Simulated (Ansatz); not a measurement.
# NbRu3 (P-6m2): convergence test of the plane-wave cutoff from a Python script

Aim: a convergence test of the plane-wave cutoff, for NbRu3 (P-6m2), run from a script.

Computed with Ansatz 0.2.0, driven from Python. Level of theory: DFT PBEsol, plane waves, PAW.

### Step 1. Starting point

It takes space group P-6m2 (No. 187, hexagonal). The conventional cell has a = 2.775 Å, b = 2.775 Å, c = 9.013 Å, α = 90.00°, β = 90.00°, γ = 120.00°. Nb (site symmetry -6m2) has 6 Nb at 2.78 Å and 6 Ru at 2.88 Å as nearest neighbours. Around Ru (site symmetry -6m2) lie 12 Ru at 2.66 to 2.78 Å. Ru (site symmetry 3m) is surrounded by 9 Ru at 2.66 to 2.78 Å and 3 Nb at 2.88 Å.

No structure file is read: the coordinates are typed or built in the script.

### Step 2. The script

File nbru3_ecut.py:

```python
"""Cutoff test for NbRu3."""

import csv
import warnings

import ansatz as az


def main() -> None:
    warnings.simplefilter("ignore", az.DeckWarning)

    system = (
        az.Lattice.of((2.77506, 0.0, 0.0), (-1.38753, 2.403273, 0.0), (0.0, 0.0, 9.013267))
        .atom("Nb", (0.0, 0.0, 0.5))
        .atom("Ru", (0.0, 0.0, 0.0))
        .atom("Ru", (1 / 3, 2 / 3, 0.764906))
        .atom("Ru", (1 / 3, 2 / 3, 0.235094))
    )

    job = (
        system.calculation()
        .functional("PBEsol")
        .kpoints(11, 11, 3)
        .occupations(az.OccupationsMethod.FERMI_DIRAC)
        .forces()
        .stress()
    )

    rows = []
    for value in [250, 350, 450, 550, 650]:
        r = job.basis(value).run().report
        rows.append((value, r["free_energy_ev"] / len(r["lattice"]["sites"]), r["n_iterations"], sum(r["stress_gpa"][i][i] for i in range(3)) / 3, max(abs(f) for row in r["forces_ev_ang"] for f in row), r["n_pw"]))

    with open("ecut.csv", "w", newline="") as handle:
        writer = csv.writer(handle)
        writer.writerow(["cutoff (eV)", "F/atom (eV)", "iterations", "P (GPa)", "max component (eV/A)", "plane waves"])
        writer.writerows([round(v, 5) if isinstance(v, float) else v for v in row] for row in rows)

    # the last row is the reference
    for row in rows[:-1]:
        shift = 1000 * (row[1] - rows[-1][1])
        print(f"{row[0]}: {shift:+.2f} meV/atom" + ("  (within 5 meV)" if abs(shift) < 5 else ""))


if __name__ == "__main__":
    main()
```

### Step 3. What the engine is handed

The engine receives this input (first run):

```yaml
crystal:
  lattice:
    - [2.77506, 0.0, 0.0]
    - [-1.38753, 2.403273, 0.0]
    - [0.0, 0.0, 9.013267]
  atoms:
    - { symbol: Nb, position: [0.0, 0.0, 0.5] }
    - { symbol: Ru, position: [0.0, 0.0, 0.0] }
    - { symbol: Ru, position: [0.3333333333333333, 0.6666666666666666, 0.764906] }
    - { symbol: Ru, position: [0.3333333333333333, 0.6666666666666666, 0.235094] }
basis:
  ecutwfc: 250.0
kpoints:
  mp_grid:
    grid: [11, 11, 3]
hamiltonian:
  xc: pbesol
scf:
  occupations:
    method: fermi_dirac
output:
  forces: true
  stress: true
```

### Step 4. The run

The run is started by

```console
$ python nbru3_ecut.py
```

Standard output:

```text
250: +1144.94 meV/atom
350: +10.73 meV/atom
450: +1.02 meV/atom  (within 5 meV)
550: +0.14 meV/atom  (within 5 meV)
```

It took 27 s on 1 thread of Arm Neoverse V2, shared host; peak memory 0.46 GiB.

ecut.csv, as written:

```csv
cutoff (eV),F/atom (eV),iterations,P (GPa),max component (eV/A),plane waves
250,-5485.03926,7,-8.63748,0.27981,551
350,-5486.17346,7,-12.1166,0.26123,909
450,-5486.18318,7,-12.077,0.25721,1315
550,-5486.18406,7,-12.08262,0.25736,1775
650,-5486.1842,7,-12.08343,0.25737,2233
```

### Step 5. What changed from run to run

The engine's inputs for some of the other runs:

Run 2, against run 1:

```diff
@@ -12 +12 @@
-  ecutwfc: 250.0
+  ecutwfc: 350.0
```

Run 4, against run 1:

```diff
@@ -12 +12 @@
-  ecutwfc: 250.0
+  ecutwfc: 550.0
```

Run 5, against run 1:

```diff
@@ -12 +12 @@
-  ecutwfc: 250.0
+  ecutwfc: 650.0
```

### Step 6. The engine's runs

The 5 runs, in the order started:

```
run  cutoff (eV)  energy from run 5 (meV/atom)  pressure (GPa)  SCF cycles  CPU time (s)
  1          250                       1144.94           -8.64           7           2.6
  2          350                         10.73          -12.12           7           3.6
  3          450                          1.02          -12.08           7             5
  4          550                          0.14          -12.08           7           6.5
  5          650                          0.00          -12.08           7           7.8
```

Energies are free energies F = E - TS of the smeared occupations. 

### Step 7. Results

| quantity | value |
| --- | --- |
| runs compared | 5 |
| last run but one, from the last | +0.14 meV/atom |
| within 5 meV/atom of the last run from | 450 |

Runs 1, 2: each has a cutoff under the recommended one, so what rests on them isn't a property of the system. From 450 eV on it stays within 5 meV an atom of the value at 650 eV; the first row (250 eV) is off by 1144.9 meV and the last but one by 0.14 meV. The energy falls steadily, as expected when plane waves are added. The pressure moves from -8.64 to -12.08 GPa (the program's stress holds a Pulay correction, so it settles early). The last run costs about 3.0 times the first. Notes:
- No spin polarisation was allowed.
- For a metal this k-point mesh is coarse: on a finer one energies can move by several to tens of meV an atom and pressures by half a GPa or more, differences at one mesh by less.
- Pressure is positive in compression.
- The structure comes from a database of computed cells and needn't be a stable or known phase.
- Shifts are counted from the last row, which is itself no proven limit.
- The script silences the warnings on its input, which a real study should read.
